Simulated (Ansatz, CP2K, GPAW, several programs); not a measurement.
**HfSiO4 (Hafnon) from cheap methods to r2SCAN**

How much accuracy does each second buy? HfSiO4 (Hafnon) is computed with 6 methods, from the cheapest up to r2SCAN.

Program: CP2K, Ansatz, GPAW (versions at each run). Level of theory: no spin polarisation, static lattice; gaps from single points on the cell relaxed beforehand with r²SCAN. These are calculated values, not measurements.

## (1) Starting point

Symmetry: I4_1/amd, No. 141, tetragonal system. The conventional cell has a = 6.582 Å, b = 6.582 Å, c = 5.972 Å, α = 90.00°, β = 90.00°, γ = 90.00°. Hf (site symmetry -4m2) has 8 O at 2.12 to 2.26 Å as nearest neighbours. Si (site symmetry -4m2) is surrounded by 4 O at 1.62 Å. O (site symmetry m) is surrounded by 1 Si at 1.62 Å and 2 Hf at 2.12 to 2.26 Å.

As a file:

```xyz
12
Lattice="-3.2908 3.2908 2.9858 3.2908 -3.2908 2.9858 3.2908 3.2908 -2.9858" Properties=species:S:1:pos:R:3 pbc="T T T"
Hf    0.0000    3.2908    1.4929
Hf    0.0000    0.0000    0.0000
Si    3.2908    0.0000    1.4929
Si    0.0000    0.0000    2.9858
O     3.2908    2.0757   -1.0756
O     4.5060    0.0000    0.4173
O     0.0000    1.2151    1.9102
O     2.0757    0.0000    0.4173
O     3.2908    1.2151    2.5685
O     1.2151    0.0000    4.0614
O     3.2908   -1.2151    2.5685
O     2.0757    3.2908    1.0756
```

**Question.** The methods are PBE/DZVP, PBE/SZV, coarse PBE, GLLB-SC, PBE, r2SCAN. What gap does r2SCAN give on this cell, and which other methods (full PBE left aside) come nearest to r2SCAN and farthest in gap, volume and bulk modulus?

```
                                               quantity                                      value
                                                 r2SCAN     gap 6.00 eV, 10.78 Å³/atom, B₀ 256 GPa
         gap: nearest and farthest of the other methods  coarse PBE (-0.66 eV), GLLB-SC (+2.66 eV)
      volume: nearest and farthest of the other methods        PBE/DZVP (+1.0 %), PBE/SZV (+9.3 %)
bulk modulus: nearest and farthest of the other methods           PBE/DZVP (-8 %), PBE/SZV (-23 %)
```

For the gap, of the 4 methods compared (full PBE left aside), coarse PBE comes nearest to r2SCAN and GLLB-SC is farthest. For the volume, of the 2 methods compared (full PBE left aside), PBE/DZVP comes nearest to r2SCAN and PBE/SZV is farthest. For the bulk modulus, of the 2 methods compared (full PBE left aside), PBE/DZVP comes nearest to r2SCAN and PBE/SZV is farthest. A minimal basis or a coarse cutoff and mesh shifts results by its own error, so closeness to r2SCAN can be chance. GLLB-SC is compared with its derivative discontinuity added. No volume is given for coarse PBE, which can hide a larger miss. CPU times run from 2.6 s (coarse PBE) to 1.7 min (GLLB-SC). On this cell PBE/DZVP, GLLB-SC cost more than r2SCAN itself (38 s), so they are no saving here. r2SCAN is a yardstick, not the truth: it usually gives gaps below the measured ones. Spin-orbit coupling is left out throughout.
